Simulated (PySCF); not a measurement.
# C₃H₉ISi: NMR shieldings

Aim: compute the NMR shieldings of C₃H₉ISi (`C[Si](C)(C)I`).

Programs: PySCF 2.14.0, with routines of our own; each step states its level. All values are computed. Atoms count from 0.

## 1. The system as given

14 atoms, charge 0, multiplicity 1; geometry from: GFN2-xTB.

## 2. Optimising the geometry at PBE0-D3(BJ)/def2-SVP

The job: settings as JSON, then the geometry in Å.

```
{"job": {"xc": "PBE0", "basis": "def2-SVP", "d3": "d3bj", "grid": 1, "maxiter": 30, "shake": 0.01, "kind": "geom"}, "charge": 0, "multiplicity": 1}
C     -0.208390     1.787930     0.033800
Si     0.115560    -0.030910     0.326910
C      1.471710    -0.693930    -0.809210
C     -1.420220    -1.078550     0.243980
I      0.976530    -0.219050     2.659350
H     -0.612140     1.989740    -0.975940
H     -0.956760     2.189790     0.732100
H      0.687810     2.413820     0.143490
H      2.404530    -0.110800    -0.668080
H      1.722140    -1.729110    -0.556970
H      1.190200    -0.648680    -1.836660
H     -1.887320    -1.055900    -0.738750
H     -1.272180    -2.108350     0.481800
H     -2.218630    -0.721080     0.956430
```

Launch:

```
> OMP_NUM_THREADS=1 python heavy_run.py task.json out
```

One launch serves the whole session: the jobs run in the order shown.

What it wrote:

```text
step   0  E = -706.58473374  max force = 0.028866
step   1  E = -706.58750569  max force = 0.013511
step   2  E = -706.58826770  max force = 0.002613
step   3  E = -706.58842107  max force = 0.001237
step   4  E = -706.58847574  max force = 0.000998
step   5  E = -706.58850698  max force = 0.000939
step   6  E = -706.58852580  max force = 0.000398
step   7  E = -706.58854174  max force = 0.000474
step   8  E = -706.58855277  max force = 0.000824
step   9  E = -706.58855638  max force = 0.000568
step  10  E = -706.58855703  max force = 0.000156
optimisation converged
```

Run time: 97 s. Hardware: 1 thread of Arm Neoverse V1, shared host; peak memory 0.58 GiB.

Relaxation path:

| step | energy from step 0 (eV) | largest force component (eV/Å) |
| --- | --- | --- |
| 0 | 0.0000 | 1.4843 |
| 1 | -0.0754 | 0.6948 |
| 2 | -0.0962 | 0.1344 |
| 3 | -0.1003 | 0.0636 |
| 4 | -0.1018 | 0.0513 |
| 5 | -0.1027 | 0.0483 |
| 6 | -0.1032 | 0.0205 |
| 7 | -0.1036 | 0.0244 |
| 8 | -0.1039 | 0.0424 |
| 9 | -0.1040 | 0.0292 |
| 10 | -0.1040 | 0.0080 |

Close pairs (by a distance rule), those that changed most:

| bond | before (Å) | after (Å) | change (Å) |
| --- | --- | --- | --- |
| C2–H10 | 1.066 | 1.103 | +0.037 |
| C3–H12 | 1.067 | 1.100 | +0.033 |
| C3–H13 | 1.128 | 1.100 | -0.028 |
| Si1–C2 | 1.889 | 1.872 | -0.017 |
| C3–H11 | 1.088 | 1.103 | +0.014 |
| Si1–C3 | 1.861 | 1.872 | +0.012 |
| Si1–I4 | 2.493 | 2.483 | -0.011 |
| C2–H8 | 1.109 | 1.100 | -0.009 |

The final coordinates are the input of the step that follows.

| at the end point | value |
| --- | --- |
| point group (found at 0.08 Å tolerance) | C3v |
| rotational constants (GHz, main isotopes) | 3.108, 1.086, 1.086 |
| dipole moment (D) | 2.67 |

## 3. NMR shieldings: PBE0/pcSseg-1 I:us-x2c-TZVPall-2c, spin–orbit

The job: settings as JSON, then the geometry in Å.

```
{"job": {"kind": "hnmr", "xc": "PBE0", "basis": {"default": "pcSseg-1", "I": "us-x2c-TZVPall-2c"}, "rel": "so"}, "charge": 0, "multiplicity": 1}
C      0.254853     1.756407    -0.278791
Si     0.176081    -0.012498     0.328449
C      1.080694    -1.179480    -0.822386
C     -1.589717    -0.561855     0.622102
I      1.342250    -0.089473     2.519007
H     -0.258776     1.843766    -1.250692
H     -0.233201     2.438340     0.433505
H      1.297670     2.082928    -0.407339
H      2.128693    -0.870742    -0.952887
H      1.071658    -2.206916    -0.428765
H      0.594362    -1.183013    -1.812160
H     -2.152280    -0.541011    -0.326067
H     -1.621741    -1.586582     1.021395
H     -2.094007     0.102551     1.339615
```

Level: PBE0/pcSseg-1 I:us-x2c-TZVPall-2c GIAO NMR shielding, X2C with spin-orbit coupling, screened-nuclear two-electron part, Gaussian nuclei, gas phase.

What it wrote:

```text
spin-free SCF
coarse grid: 52232 points
cycle   1  E = -7524.8293137606  dE = -1.860e-01  |g| = 5.096e-01  |ddm| = 9.525e+00
cycle   2  E = -7524.8250237728  dE =  4.290e-03  |g| = 5.117e-01  |ddm| = 8.653e-01
cycle   3  E = -7524.8890376416  dE = -6.401e-02  |g| = 3.583e-02  |ddm| = 4.352e-01
cycle   4  E = -7524.8892609102  dE = -2.233e-04  |g| = 1.848e-02  |ddm| = 7.606e-02
cycle   5  E = -7524.8893260744  dE = -6.516e-05  |g| = 5.137e-03  |ddm| = 2.860e-02
cycle   6  E = -7524.8893279396  dE = -1.865e-06  |g| = 7.557e-04  |ddm| = 3.439e-03
final grid: 107944 points
cycle   7  E = -7524.8874176834  dE = -7.675e-07  |g| = 1.582e-03  |ddm| = 2.831e-03
cycle   8  E = -7524.8874174270  dE =  2.564e-07  |g| = 1.626e-03  |ddm| = 2.615e-03
cycle   9  E = -7524.8874179033  dE = -4.763e-07  |g| = 3.420e-04  |ddm| = 1.796e-03
cycle  10  E = -7524.8874179240  dE = -2.067e-08  |g| = 2.166e-05  |ddm| = 2.788e-04
cycle  11  E = -7524.8874179241  dE = -8.549e-11  |g| = 4.425e-06  |ddm| = 2.719e-05
converged SCF energy = -7524.8874179241
two-component SCF
cycle   1  E = -7523.9542277007  dE = -7.524e+03  |FDS-SDF| = 5.761e+01
cycle   2  E = -7526.1084300226  dE = -2.154e+00  |FDS-SDF| = 3.943e-01
cycle   3  E = -7526.1091220219  dE = -6.920e-04  |FDS-SDF| = 1.198e-02
cycle   4  E = -7526.1091455231  dE = -2.350e-05  |FDS-SDF| = 5.500e-03
cycle   5  E = -7526.1091486380  dE = -3.115e-06  |FDS-SDF| = 1.516e-03
cycle   6  E = -7526.1091494982  dE = -8.602e-07  |FDS-SDF| = 5.445e-04
cycle   7  E = -7526.1091496237  dE = -1.255e-07  |FDS-SDF| = 2.489e-04
cycle   8  E = -7526.1091496407  dE = -1.699e-08  |FDS-SDF| = 4.333e-05
converged, E = -7526.1091496407

Field gradients (au) and densities at the nuclei (bohr^-3)
atom        Vxx        Vyy        Vzz        centre      nuclear mean
  0 C      0.0211     0.0433    -0.0644        114.459        114.459
  1 Si    -0.4252    -0.4266     0.8518       1576.212       1576.193
  2 C      0.0210     0.0432    -0.0642        114.459        114.459
  3 C      0.0210     0.0431    -0.0642        114.459        114.459
  4 I     -3.5271    -3.5275     7.0546     227676.287     225619.861
  5 H     -0.1465    -0.1487     0.2952          0.371          0.371
  6 H     -0.1473    -0.1506     0.2979          0.370          0.370
  7 H     -0.1473    -0.1506     0.2979          0.371          0.371
  8 H     -0.1473    -0.1506     0.2979          0.370          0.370
  9 H     -0.1472    -0.1506     0.2979          0.370          0.370
 10 H     -0.1465    -0.1486     0.2950          0.371          0.371
 11 H     -0.1465    -0.1487     0.2952          0.371          0.371
 12 H     -0.1473    -0.1507     0.2980          0.371          0.371
 13 H     -0.1473    -0.1507     0.2979          0.370          0.370
without picture change
  4 I                            7.6718                    483790.166

Core orbital energies (eV)
atom   shell        mean    spread
  1 Si 1s        -1807.838   0.000
  1 Si 2s         -146.212   0.000
  1 Si 3s          -19.497   0.000
  1 Si 2p1/2      -100.718   0.000
  1 Si 2p3/2      -100.071   0.069
  4 I  1s       -33017.662   0.000
  4 I  2s        -5125.394   0.000
  4 I  3s        -1044.477   0.000
  4 I  4s         -186.958   0.000
  4 I  5s          -18.771   0.000
  4 I  2p1/2     -4805.254   0.000
  4 I  2p3/2     -4507.136   0.020
  4 I  3p1/2      -911.980   0.000
  4 I  3p3/2      -855.319   0.052
  4 I  4p1/2      -140.182   0.000
  4 I  4p3/2      -129.101   0.120
  4 I  3d3/2      -622.497   0.053
  4 I  3d5/2      -610.776   0.069
  4 I  4d3/2       -53.363   0.158
  4 I  4d5/2       -51.624   0.209

Shielding tensors (ppm)
atom      isotropic    diamagn.    paramagn.     s11        s22        s33       span
  0 C       178.12      255.22      -77.11     171.68     172.74     189.92      18.24
  1 Si      329.95      864.85     -534.90     323.36     333.18     333.31       9.94
  2 C       178.13      255.21      -77.08     171.73     172.74     189.92      18.19
  3 C       178.09      255.23      -77.13     171.60     172.73     189.94      18.33
  4 I      5869.73     5097.74      771.99    5646.90    5650.66    6311.63     664.74
  5 H        30.49       31.05       -0.56      25.37      27.36      38.74      13.37
  6 H        30.53       30.12        0.40      25.83      29.17      36.58      10.76
  7 H        30.53       30.12        0.41      25.86      29.12      36.61      10.75
  8 H        30.53       30.12        0.41      25.86      29.12      36.61      10.75
  9 H        30.53       30.11        0.41      25.83      29.15      36.60      10.76
 10 H        30.49       31.04       -0.55      25.37      27.37      38.74      13.37
 11 H        30.49       31.05       -0.56      25.37      27.37      38.74      13.37
 12 H        30.53       30.12        0.41      25.85      29.13      36.60      10.75
 13 H        30.53       30.12        0.40      25.84      29.16      36.58      10.75
```

Run time: 3 min. Hardware: 1 thread of Arm Neoverse V1, shared host; peak memory 1.5 GiB.

Key values:

| quantity | value |
| --- | --- |
| energy from spin-orbit coupling | -1.2217 Eh |

## 4. NMR shieldings: PBE0/pcSseg-1 I:us-x2c-TZVPall-2c, spin-free

The job, as its differences from that of step 3:

```diff
@@ -1,2 +1,2 @@
-{"job": {"kind": "hnmr", "xc": "PBE0", "basis": {"default": "pcSseg-1", "I": "us-x2c-TZVPall-2c"}, "rel": "so"}, "charge": 0, "multiplicity": 1}
+{"job": {"kind": "hnmr", "xc": "PBE0", "basis": {"default": "pcSseg-1", "I": "us-x2c-TZVPall-2c"}, "rel": "sf"}, "charge": 0, "multiplicity": 1}
 C      0.254853     1.756407    -0.278791
```

Method: PBE0/pcSseg-1 I:us-x2c-TZVPall-2c GIAO NMR shielding, spin-free X2C, Gaussian nuclei, gas phase.

What it wrote:

```text
spin-free SCF
coarse grid: 52232 points
cycle   1  E = -7524.8293137606  dE = -1.860e-01  |g| = 5.096e-01  |ddm| = 9.525e+00
cycle   2  E = -7524.8250237728  dE =  4.290e-03  |g| = 5.117e-01  |ddm| = 8.653e-01
cycle   3  E = -7524.8890376416  dE = -6.401e-02  |g| = 3.583e-02  |ddm| = 4.352e-01
cycle   4  E = -7524.8892609102  dE = -2.233e-04  |g| = 1.848e-02  |ddm| = 7.606e-02
cycle   5  E = -7524.8893260744  dE = -6.516e-05  |g| = 5.137e-03  |ddm| = 2.860e-02
cycle   6  E = -7524.8893279396  dE = -1.865e-06  |g| = 7.557e-04  |ddm| = 3.439e-03
final grid: 107944 points
cycle   7  E = -7524.8874176834  dE = -7.675e-07  |g| = 1.582e-03  |ddm| = 2.831e-03
cycle   8  E = -7524.8874174270  dE =  2.564e-07  |g| = 1.626e-03  |ddm| = 2.615e-03
cycle   9  E = -7524.8874179033  dE = -4.763e-07  |g| = 3.420e-04  |ddm| = 1.796e-03
cycle  10  E = -7524.8874179240  dE = -2.067e-08  |g| = 2.166e-05  |ddm| = 2.788e-04
cycle  11  E = -7524.8874179241  dE = -8.549e-11  |g| = 4.425e-06  |ddm| = 2.719e-05
converged SCF energy = -7524.8874179241
check of the scalar solution
cycle   1  E = -7524.8874179240  dE = -7.525e+03  |FDS-SDF| = 6.469e+00
cycle   2  E = -7524.8892884979  dE = -1.871e-03  |FDS-SDF| = 4.867e-03
cycle   3  E = -7524.8892884995  dE = -1.560e-09  |FDS-SDF| = 1.202e-04
cycle   4  E = -7524.8892884996  dE = -1.482e-10  |FDS-SDF| = 7.610e-05
converged, E = -7524.8892884996

Field gradients (au) and densities at the nuclei (bohr^-3)
atom        Vxx        Vyy        Vzz        centre      nuclear mean
  0 C      0.0209     0.0432    -0.0641        114.459        114.459
  1 Si    -0.4290    -0.4304     0.8594       1576.215       1576.195
  2 C      0.0207     0.0431    -0.0638        114.459        114.459
  3 C      0.0208     0.0430    -0.0638        114.459        114.459
  4 I     -3.5344    -3.5348     7.0692     227509.574     225453.148
  5 H     -0.1465    -0.1486     0.2951          0.371          0.371
  6 H     -0.1473    -0.1506     0.2979          0.370          0.370
  7 H     -0.1473    -0.1506     0.2979          0.370          0.370
  8 H     -0.1473    -0.1506     0.2979          0.370          0.370
  9 H     -0.1472    -0.1506     0.2978          0.370          0.370
 10 H     -0.1465    -0.1486     0.2950          0.371          0.371
 11 H     -0.1466    -0.1487     0.2952          0.371          0.371
 12 H     -0.1473    -0.1507     0.2980          0.371          0.371
 13 H     -0.1473    -0.1506     0.2979          0.370          0.370
without picture change
  4 I                            7.7192                    483811.054

Core orbital energies (eV)
atom   shell        mean    spread
  1 Si 1s        -1807.854   0.000
  1 Si 2s         -146.226   0.000
  1 Si 3s          -19.493   0.000
  1 Si 2p         -100.301   0.110
  4 I  1s       -33019.775   0.000
  4 I  2s        -5125.823   0.000
  4 I  3s        -1044.588   0.000
  4 I  4s         -186.989   0.000
  4 I  5s          -18.776   0.000
  4 I  2p        -4602.481   0.029
  4 I  3p         -873.499   0.078
  4 I  4p         -132.660   0.180
  4 I  3d         -615.512   0.076
  4 I  4d          -52.334   0.237

Shielding tensors (ppm)
atom      isotropic    diamagn.    paramagn.     s11        s22        s33       span
  0 C       176.82      255.02      -78.20     167.23     173.49     189.74      22.50
  1 Si      305.52      875.11     -569.60     292.19     292.31     332.04      39.85
  2 C       176.83      255.01      -78.18     167.29     173.48     189.74      22.45
  3 C       176.79      255.02      -78.23     167.16     173.48     189.75      22.59
  4 I      4709.86     5562.38     -852.52    4379.90    4384.04    5365.66     985.76
  5 H        30.93       31.04       -0.12      26.22      27.66      38.90      12.68
  6 H        30.61       30.10        0.51      26.12      29.19      36.52      10.39
  7 H        30.61       30.10        0.51      26.15      29.14      36.54      10.40
  8 H        30.61       30.10        0.51      26.15      29.14      36.54      10.40
  9 H        30.61       30.09        0.52      26.13      29.17      36.53      10.40
 10 H        30.93       31.04       -0.11      26.22      27.66      38.90      12.68
 11 H        30.93       31.05       -0.12      26.22      27.66      38.90      12.68
 12 H        30.61       30.11        0.51      26.14      29.15      36.53      10.39
 13 H        30.61       30.10        0.51      26.13      29.18      36.52      10.39
```

Wall time 57 s (1 thread of Arm Neoverse V1, shared host); peak memory 1.3 GiB.

## 5. Shieldings side by side

| run | I4 | Si1 | C0 | C3 | C2 | H10 | H11 | time |
| --- | --- | --- | --- | --- | --- | --- | --- | --- |
| step 3, PBE0/pcSseg-1 I:us-x2c-TZVPall-2c, spin–orbit | 5869.7 | 330.0 | 178.1 | 178.1 | 178.1 | 30.5 | 30.5 | 3 min |
| step 4, PBE0/pcSseg-1 I:us-x2c-TZVPall-2c, spin-free | 4709.9 | 305.5 | 176.8 | 176.8 | 176.8 | 30.9 | 30.9 | 57 s |

## 6. What came out

```
                                                                               quantity                                                   value
                                                                            point group                                                     C3v
                                                   rotational constants (main isotopes)                                    3.11, 1.09, 1.09 GHz
energy from spin-orbit coupling (step 3, PBE0/pcSseg-1 I:us-x2c-TZVPall-2c, spin–orbit)                                              -1.2217 Eh
                     shieldings (step 3, PBE0/pcSseg-1 I:us-x2c-TZVPall-2c, spin–orbit)  C0 178.1, Si1 330.0, C2 178.1, C3 178.1, I4 5869.7 ppm
                      shieldings (step 4, PBE0/pcSseg-1 I:us-x2c-TZVPall-2c, spin-free)  C0 176.8, Si1 305.5, C2 176.8, C3 176.8, I4 4709.9 ppm
```

In words: The optimisation took 10 steps and gained 0.104 eV; among the bonded pairs, C2–H10 changed most, from 1.066 to 1.103 Å. In step 3, I4 has the widest tensor, 665 ppm. I4 moves most between the runs, by 1160 ppm; the labels say what changes from run to run.
